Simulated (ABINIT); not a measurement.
The system is SnTe3.

```xyz
4
Lattice="0.0000 3.8612 3.8612 3.8612 0.0000 3.8612 3.8612 3.8612 0.0000" Properties=species:S:1:pos:R:3 pbc="T T T"
Te    3.8612    3.8612    3.8612
Te    5.7918    5.7918    5.7918
Te    1.9306    1.9306    1.9306
Sn    0.0000    0.0000    0.0000
```

The cell comes from a database or a generator and needn't be the stable form of this composition.

| Property | Result |
| --- | --- |
| Program | ABINIT 10.8.3 (patched build) |
| Task | single point |
| Functional | PBEsol |
| Potentials or basis | PseudoDojo NC SR PBEsol v0.4.1 standard |
| Cutoff | 1088 eV |
| k mesh | 6 × 6 × 6 |
| Occupations | fermi-dirac, width 0.05 eV |
| Spin | no spin polarisation |

On this cell: pressure -2.7 GPa; largest force zero by symmetry; band gap on the k mesh none (metal or under the smearing width).

The same run follows on a disturbed copy (atoms moved at random, drawn with an rms of 0.05 Å):

```xyz
4
Lattice="0.0000 3.8612 3.8612 3.8612 0.0000 3.8612 3.8612 3.8612 0.0000" Properties=species:S:1:pos:R:3 pbc="T T T"
Te    3.8527    3.8186    3.9015
Te    5.7771    5.8021    5.7922
Te    1.9779    1.9166    1.9185
Sn   -0.0021   -0.0037   -0.0007
```

**Question.** What changes?

**Answer.** The energy (extrapolated to zero smearing) moves by -0.1 meV/atom; pressure -2.7 GPa; largest force 0.088 eV/Å; band gap on the k mesh none (metal or under the smearing width).

Forces in eV/Å, atoms in the order of the input:
```
Te  -0.039 -0.023  0.032
Te   0.064  0.026 -0.054
Te  -0.006  0.050 -0.036
Sn  -0.019 -0.053  0.058
```

Stress tensor (GPa, compression positive):
```
-2.62  0.03  0.12
 0.03 -2.67 -0.30
 0.12 -0.30 -2.68
```
